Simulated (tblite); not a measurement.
# C7H13B: the cost of one run

Computed with tblite 0.8.0 and PySCF 2.14.0, with density-fitted response routines of our own, on a single molecule in the gas phase. Atoms count from 0, in the outputs and in this text.

## 1. Starting geometry

21 atoms, charge 0, multiplicity 1; geometry from: force field or distance geometry start.

Bonds of the start (Å): B0–C1 1.60, C1–C2 1.47, C2–C3 1.46, C3–C4 1.34, C4–C5 1.51, C5–C6 1.53, C6–C7 1.47, C7–C1 1.48, B0–H8 1.19, B0–H9 1.18, C1–H10 1.13, C2–H11 1.14, C2–H12 1.10, C3–H13 1.09, C4–H14 1.08, C5–H15 1.10, C5–H16 1.10, C6–H17 1.11, C6–H18 1.12, C7–H19 1.12, C7–H20 1.14.

## 2. Optimising the geometry with GFN2-xTB

What the job is given:

```
{"job": {"kind": "relax", "xc": "GFN2-xTB", "basis": "xTB"}, "charge": 0, "multiplicity": 1}
B     -2.317100    -0.000600     0.580100
C     -1.183600    -0.082800    -0.550700
C     -0.561400     1.238800    -0.708400
C      0.499700     1.642300     0.210700
C      1.616400     0.987600     0.557900
C      1.990900    -0.355500    -0.022700
C      0.853300    -1.247000     0.468700
C     -0.324200    -1.277200    -0.404700
H     -3.365400     0.441900     0.246600
H     -2.312900    -0.718200     1.512900
H     -1.778700    -0.265500    -1.489400
H     -1.400500     1.992100    -0.543800
H     -0.200300     1.453400    -1.726500
H      0.399700     2.595700     0.732100
H      2.292700     1.451200     1.266500
H      1.966100    -0.265700    -1.122500
H      2.977300    -0.670000     0.361900
H      1.277000    -2.269300     0.549800
H      0.617700    -0.880200     1.495300
H     -0.055900    -1.664200    -1.423500
H     -0.999800    -2.090000     0.009200
```

Launch:

```bash
$ OMP_NUM_THREADS=1 python probes_run.py task.json out
```

One launch serves the whole session: the jobs run in the order shown.

**Question.** How long does this first job take on 1 thread of Arm Neoverse N1, shared host, and how much memory does it need?

About 1.1 s, with a peak of 0.18 GiB.
